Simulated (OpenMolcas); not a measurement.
**One shape, several levels: C2H3Cl2Si (SMILES [H]/[C]=C/[SiH](Cl)Cl)**

Aim: a comparison of 6 runs (UHF/STO-3G, UBHLYP/def2-SVP, UM06-2X/def2-SVP, UPBE0/def2-SVP, USVWN5/def2-SVP, UTPSS/def2-SVP) of C2H3Cl2Si. 

The results are computed with OpenMolcas 26.06.

## (1) The structure to begin with

The species is C2H3Cl2Si (8 atoms), meant as a doublet with charge 0. SMILES: `[H]/[C]=C/[SiH](Cl)Cl`. The coordinates come from a PBE0-D4/def2-TZVP relaxation. This is one conformer, not always the lowest.

Bond lengths: C1–C2 1.302 Å, C2–Si3 1.849 Å, Si3–Cl4 2.046 Å, Si3–Cl5 2.046 Å, C1–H6 1.081 Å, C2–H7 1.096 Å, Si3–H8 1.473 Å. Angles: C1–C2–Si3 119.3°, C2–Si3–Cl4 109.6°, C2–Si3–Cl5 109.6°, Cl4–Si3–Cl5 108.1°, C1–C2–H7 121.6°, Si3–C2–H7 119.1°, C2–C1–H6 140.4°, C2–Si3–H8 111.7°, Cl4–Si3–H8 108.9°, Cl5–Si3–H8 108.9°.

## (2) Energy and gradient at UHF/STO-3G (run 1)

Contents of struct.xyz:

```xyz
8

C     -0.467200     1.549800     0.659300
C     -0.193600     0.279100     0.737900
Si     0.301600    -0.635800    -0.791100
Cl    -1.013100    -2.166600    -1.130900
Cl     2.164100    -1.443500    -0.534600
H     -0.772500     2.376400     1.285600
H     -0.249600    -0.262100     1.689000
H      0.322500     0.245600    -1.971100
```

Contents of calc.input:

```
>>> EXPORT MOLCAS_PRINT=2
&GATEWAY
BasLib = $CurrDir
Coord = struct.xyz
Basis = STO-3G
Group = NoSym
&SEWARD
&SCF
UHF
Spin = 2
Thresholds = 1e-10 1e-07 1e-07 1e-05
PrOrbitals = 1 2
&ALASKA
```

The basis set STO-3G is read from a file made from the Basis Set Exchange's data (not shown).

The run is started by

```sh
$ export MOLCAS_MEM=1860
$ pymolcas calc.input > calc.log
```

Log:

```text
--- Start Module: gateway ---
[...]
--- Stop Module: gateway /rc=_RC_ALL_IS_WELL_ ---
[...]
      Basis functions           40
[...]
--- Start Module: scf ---
[...]
       Convergence after  22 Iterations
[...]
::    Total SCF energy                              -1271.3396672961
[...]
      Total spin, S                                     0.6574400710
[...]
      Total electronic charge=   63.000000
      Total            charge=   -0.000000
[...]
      Dipole Moment (debye):
      Origin of the operator (angstrom)=    0.3206   -0.9581   -0.5010
                   X= -8.9240E-01               Y=  3.3811E+00               Z=  6.5605E-01           Total=  3.5579E+00
      Quadrupole Moment (debye*angstrom):
[...]
 *              Molecular gradients               *
 **************************************************
  Irreducible representation: a
 ------------------------------------------------------------------------------------------
                              X                       Y                       Z
 ------------------------------------------------------------------------------------------
  C1                1.01034117272514E-02   -5.38558874908759E-02    1.12564487316079E-02
  C2               -9.39575682131255E-03    5.02417137371094E-02   -1.06719798615584E-02
  SI3               5.85270069539934E-03   -3.70251792329661E-02    1.38324986305243E-02
  CL4               1.29743932329554E-02    1.49857000808780E-02    4.65724586887895E-03
  CL5              -1.88018794031777E-02    7.76923823719855E-03   -1.30660879254174E-03
  H6                2.22544476275566E-04    3.67912991639097E-03   -5.61073549322044E-03
  H7               -8.47977666498578E-04   -2.50189539046541E-03    7.52391387532381E-03
  H8               -1.07436240867648E-04    1.67071801428245E-02   -1.96807829589858E-02
[...]
```

It took 1.9 s on 1 thread of Intel Xeon 6975P-C (Granite Rapids), shared host; peak memory 0.37 GiB.

## (3) Energy and forces at UBHLYP/def2-SVP (run 2)

Contents of mol.input:

```
&gateway
  baslib
  $CurrDir
  coord
  8
  angstrom
  C       -0.467200       1.549800       0.659300
  C       -0.193600       0.279100       0.737900
  Si       0.301600      -0.635800      -0.791100
  Cl      -1.013100      -2.166600      -1.130900
  Cl       2.164100      -1.443500      -0.534600
  H       -0.772500       2.376400       1.285600
  H       -0.249600      -0.262100       1.689000
  H        0.322500       0.245600      -1.971100
  basis
  def2-SVP
  group
  NoSym

&seward
  gridinput
  Grid=UltraFine
  End of Grid

&scf
  uhf
  spin
  2
  ksdft
  HYB_GGA_XC_BHANDHLYP
  thresholds
  1e-10 1e-07 1e-07 1e-05
  prorbitals
  0

&alaska
```

The basis set def2-SVP is read from a file made from the Basis Set Exchange's data (not shown).

The run is started by

```sh
$ export MOLCAS_MEM=1860
$ pymolcas mol.input > mol.log
```

Log:

```text
--- Start Module: gateway ---
[...]
--- Stop Module: gateway /rc=_RC_ALL_IS_WELL_ ---
[...]
      Basis functions           97
[...]
--- Start Module: scf ---
[...]
       Convergence after  17 Iterations
[...]
::    Total KS-DFT energy                           -1287.4267509411
[...]
      Total spin, S                                     0.5087472585
[...]
      Total electronic charge=   63.000000
      Total            charge=   -0.000000
[...]
      Dipole Moment (debye):
      Origin of the operator (angstrom)=    0.3206   -0.9581   -0.5010
                   X= -6.2895E-01               Y=  1.7809E+00               Z=  1.1925E+00           Total=  2.2336E+00
      Quadrupole Moment (debye*angstrom):
[...]
 *              Molecular gradients               *
 **************************************************
  Irreducible representation: a
 ------------------------------------------------------------------------------------------
                              X                       Y                       Z
 ------------------------------------------------------------------------------------------
  C1                8.54263754709095E-04   -4.29046713534653E-03    6.32493673767276E-04
  C2               -9.66957410996949E-04    3.91514213669297E-03    4.21789385656623E-04
  SI3               7.87782376451718E-04   -6.16059158271653E-03    3.34018033481609E-03
  CL4               3.62891248804686E-03    4.16420326940781E-03    8.51681135421778E-04
  CL5              -5.10005758011900E-03    2.18946228777206E-03   -7.85601072389230E-04
  H6                4.88592951256361E-04   -9.73464545507952E-04   -1.41408801951348E-03
  H7                2.14102836717578E-04   -2.58650732859245E-04   -8.34713465815540E-04
  H8                9.33605836755114E-05    1.41436630260916E-03   -2.21174197196916E-03
[...]
```

Run time: 36 s. Hardware: 1 thread of Intel Xeon 6975P-C (Granite Rapids), shared host; peak memory 0.54 GiB.

Runs 3 to 4 aren't shown in full; the table further down has their settings and results.

## (4) Energy and gradient at USVWN5/def2-SVP (run 5)

Contents of calc.inp:

```
&GATEWAY
 BasLib
 $CurrDir
 BasisSet
 C.def2-SVP....
 C1 -0.467200 1.549800 0.659300 angstrom
 C2 -0.193600 0.279100 0.737900 angstrom
 End of Basis
 BasisSet
 Si.def2-SVP....
 Si3 0.301600 -0.635800 -0.791100 angstrom
 End of Basis
 BasisSet
 Cl.def2-SVP....
 Cl4 -1.013100 -2.166600 -1.130900 angstrom
 Cl5 2.164100 -1.443500 -0.534600 angstrom
 End of Basis
 BasisSet
 H.def2-SVP....
 H6 -0.772500 2.376400 1.285600 angstrom
 H7 -0.249600 -0.262100 1.689000 angstrom
 H8 0.322500 0.245600 -1.971100 angstrom
 End of Basis

&SEWARD
 GridInput
 Grid=UltraFine
 End of Grid

&SCF
 UHF
 Spin
 2
 KSDFT
 SVWN5
 Thresholds
 1e-10 1e-07 1e-07 1e-05
 PrOrbitals
 1 2

&ALASKA
```

The basis set def2-SVP is read from a file made from the Basis Set Exchange's data (not shown).

The run is started by

```sh
$ export MOLCAS_MEM=1860
$ pymolcas calc.inp > calc.log
```

Log:

```text
--- Start Module: gateway ---
[...]
--- Stop Module: gateway /rc=_RC_ALL_IS_WELL_ ---
[...]
      Basis functions           97
[...]
--- Start Module: scf ---
[...]
       Convergence after  17 Iterations
[...]
::    Total KS-DFT energy                           -1282.6145827191
[...]
      Total spin, S                                     0.5032178786
[...]
      Total electronic charge=   63.000000
      Total            charge=   -0.000000
[...]
      Dipole Moment (debye):
      Origin of the operator (angstrom)=    0.3206   -0.9581   -0.5010
                   X= -5.4137E-01               Y=  1.3722E+00               Z=  1.2209E+00           Total=  1.9148E+00
      Quadrupole Moment (debye*angstrom):
[...]
 *              Molecular gradients               *
 **************************************************
  Irreducible representation: a
 ------------------------------------------------------------------------------------------
                              X                       Y                       Z
 ------------------------------------------------------------------------------------------
  C1               -2.12973081412349E-03    2.12050995771662E-03    8.77167693487990E-03
  C2               -1.97487105496652E-03    1.22769131023848E-03    9.02398548130989E-03
  SI3               3.67480290208499E-04    8.31574199969154E-04   -2.90227652554709E-03
  CL4               2.73809810654413E-03    2.97595250008342E-03   -3.47292415900924E-05
  CL5              -3.54830078612522E-03    1.55732373552731E-03   -1.21308165412115E-03
  H6                4.17900776898716E-03   -1.21413721433834E-02   -7.56647357945139E-03
  H7                2.60089781256745E-04    8.51081889652150E-03   -1.16635311268505E-02
  H8                1.08226708154219E-04   -5.08249845665620E-03    5.58442971144668E-03
[...]
```

It took 22 s on 1 thread of Intel Xeon 6975P-C (Granite Rapids), shared host; peak memory 0.54 GiB.

## (5) The energy at UTPSS/def2-SVP (run 6)

Changes to mol.input since step 3:

```diff
@@ -1,4 +1,3 @@
 &gateway
-  baslib
-  $CurrDir
+  baslib = $CurrDir
   coord
@@ -14,6 +13,4 @@
   H        0.322500       0.245600      -1.971100
-  basis
-  def2-SVP
-  group
-  NoSym
+  basis = def2-SVP
+  group = NoSym
 
@@ -26,11 +23,7 @@
   uhf
-  spin
-  2
-  ksdft
-  HYB_GGA_XC_BHANDHLYP
-  thresholds
-  1e-10 1e-07 1e-07 1e-05
-  prorbitals
-  0
-
-&alaska
+  spin = 2
+  ksdft = 2
+  1.0 MGGA_X_TPSS
+  1.0 MGGA_C_TPSS
+  thresholds = 1e-10 1e-07 1e-07 1e-05
+  prorbitals = 1
```

The basis set def2-SVP is read from a file made from the Basis Set Exchange's data (not shown).

The run is started by

```sh
$ export MOLCAS_MEM=1860
$ pymolcas mol.input > mol.log
```

Log:

```text
--- Start Module: gateway ---
[...]
--- Stop Module: gateway /rc=_RC_ALL_IS_WELL_ ---
--- Start Module: seward ---
[...]
      Basis functions           97
--- Stop Module: seward /rc=_RC_ALL_IS_WELL_ ---
[...]
--- Start Module: scf ---
[...]
       Convergence after  17 Iterations
[...]
::    Total KS-DFT energy                           -1287.5552504938
[...]
      Total spin, S                                     0.5063869837
[...]
      Total electronic charge=   63.000000
      Total            charge=   -0.000000
[...]
      Dipole Moment (debye):
      Origin of the operator (angstrom)=    0.3206   -0.9581   -0.5010
                   X= -5.8367E-01               Y=  1.5866E+00               Z=  1.1867E+00           Total=  2.0655E+00
      Quadrupole Moment (debye*angstrom):
[...]
--- Stop Module: scf /rc=_RC_ALL_IS_WELL_ ---
[...]
```

Wall time 48 s (1 thread of Intel Xeon 6975P-C (Granite Rapids), shared host); peak memory 0.54 GiB.

## (6) All runs side by side

```
run             level  integration grid      task   energy (Eh)  dipole moment (D)  HOMO energy (eV)  LUMO energy (eV)  wall time
  1        UHF/STO-3G                 –  gradient  -1271.339667               3.56             -9.37              7.00      1.9 s
  2   UBHLYP/def2-SVP         UltraFine  gradient  -1287.426751               2.23             -8.43             -1.05       36 s
  3  UM06-2X/def2-SVP         UltraFine    energy  -1287.394478               2.24             -8.21             -1.09       41 s
  4    UPBE0/def2-SVP         UltraFine  gradient  -1286.954538               2.16             -7.13             -2.18       36 s
  5   USVWN5/def2-SVP         UltraFine  gradient  -1282.614583               1.91             -5.50             -3.85       22 s
  6    UTPSS/def2-SVP         UltraFine    energy  -1287.555250               2.07             -5.86             -3.10       48 s
```

## (7) Results

| quantity | value |
| --- | --- |
| run 6: total energy | -1287.55525 Eh |
| run 6: dipole moment | 2.07 D |
| run 6: HOMO energy (highest over α and β) | -5.86 eV |
| run 6: LUMO energy (lowest over α and β) | -3.10 eV |
| run 6: ⟨S²⟩ | 0.763 |

What this shows: The dipole moment (its size) runs from 1.91 D (USVWN5/def2-SVP) to 3.56 D (UHF/STO-3G). The two ends differ in method and basis. Totals of different functionals can't be ranked against each other. In run 1 the basis is minimal, so the values are rough. Spin contamination of the reference: run 1 ⟨S²⟩ = 1.09. All runs together took 3.1 min, the longest 48 s.
